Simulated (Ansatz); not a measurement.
# C8H4Si: how energies converge with the basis set

One table from this session's results is given with a row withheld; the runs are named, their logs left out.

Program: Ansatz 0.2.0, Gaussian basis. Level of theory: one geometry, several basis sets. These are calculated values, not measurements.

The runs, in order: PBE0-D4/def2-SVP; ωB97M-V/def2-SVP; PBE0-D4/def2-QZVPP; ωB97M-V/def2-QZVPP; the functionals' def2-TZVPP values are taken from earlier runs.

### Structure used throughout

All runs share one geometry, relaxed beforehand with PBE0-D4 in a triple-zeta def2 set.

SMILES `C#C[Si](C#C)(C#C)C#C`, 13 atoms, charge 0, spin multiplicity 1.

Atoms are counted from 1 here; the program's logs count them from 0.

Bond lengths: C1–C2 1.205 Å, C1–H10 1.066 Å, C2–Si3 1.816 Å, Si3–C4 1.816 Å, Si3–C6 1.816 Å, Si3–C8 1.816 Å, C4–C5 1.205 Å, C5–H11 1.066 Å, C6–C7 1.205 Å, C7–H12 1.066 Å, C8–C9 1.205 Å, C9–H13 1.066 Å. Angles: C2–C1–H10 180.0°, C1–C2–Si3 180.0°, C2–Si3–C4 109.5°, C2–Si3–C6 109.5°, C2–Si3–C8 109.5°, C4–Si3–C6 109.5°, C4–Si3–C8 109.4°, C6–Si3–C8 109.5°, Si3–C4–C5 179.8°, C4–C5–H11 180.0°, Si3–C6–C7 180.0°, C6–C7–H12 180.0°, Si3–C8–C9 179.8°, C8–C9–H13 180.0°.

Set-up of the first run:

File in.yaml:

```yaml
crystal:
  periodic: [false, false, false]
  atoms:
    - {symbol: C, position_ang: [2.581835, -1.536046, 0.359050]}
    - {symbol: C, position_ang: [1.553255, -0.924890, 0.215745]}
    - {symbol: Si, position_ang: [0.003348, -0.002856, 0.000930]}
    - {symbol: C, position_ang: [-0.700933, -0.373313, -1.631625]}
    - {symbol: C, position_ang: [-1.172289, -0.619106, -2.713029]}
    - {symbol: C, position_ang: [0.336258, 1.778100, 0.126865]}
    - {symbol: C, position_ang: [0.556546, 2.959819, 0.210754]}
    - {symbol: C, position_ang: [-1.176033, -0.491234, 1.292840]}
    - {symbol: C, position_ang: [-1.960877, -0.815212, 2.147874]}
    - {symbol: H, position_ang: [3.491803, -2.076740, 0.485841]}
    - {symbol: H, position_ang: [-1.588976, -0.836602, -3.669864]}
    - {symbol: H, position_ang: [0.751520, 4.005258, 0.284971]}
    - {symbol: H, position_ang: [-2.655059, -1.101878, 2.904444]}
basis:
  gaussian: {orbitals: def2-SVP}
hamiltonian: {xc: pbe0, dispersion: d4}
output: {orbitals: {seedname: orbitals}}
```

Launch:

```bash
> ansatz run in.yaml --threads 2 --pin off --events-out ev --progress --plain --max-ram 22528MiB --backend cpu
```

Among the steps run: PBE0-D4 in def2-SVP; ωB97M-V in def2-SVP; PBE0-D4 in def2-QZVPP; ωB97M-V in def2-QZVPP.

One table of the session follows, with a row left open; its other results are not shown here.

It belongs to the step «Density functionals: the series». 

```
functional       basis  HOMO (eV)
   PBE0-D4    def2-SVP      -8.13
   PBE0-D4  def2-TZVPP      -8.20
   PBE0-D4  def2-QZVPP          ?
   ωB97M-V    def2-SVP     -10.36
   ωB97M-V  def2-TZVPP     -10.44
   ωB97M-V  def2-QZVPP     -10.45
```

**Question.** Estimate the row for PBE0-D4, def2-QZVPP.

As computed: HOMO (eV): -8.21. In the column «HOMO (eV)» it lies between ωB97M-V, def2-SVP (-10.36) and PBE0-D4, def2-TZVPP (-8.20).
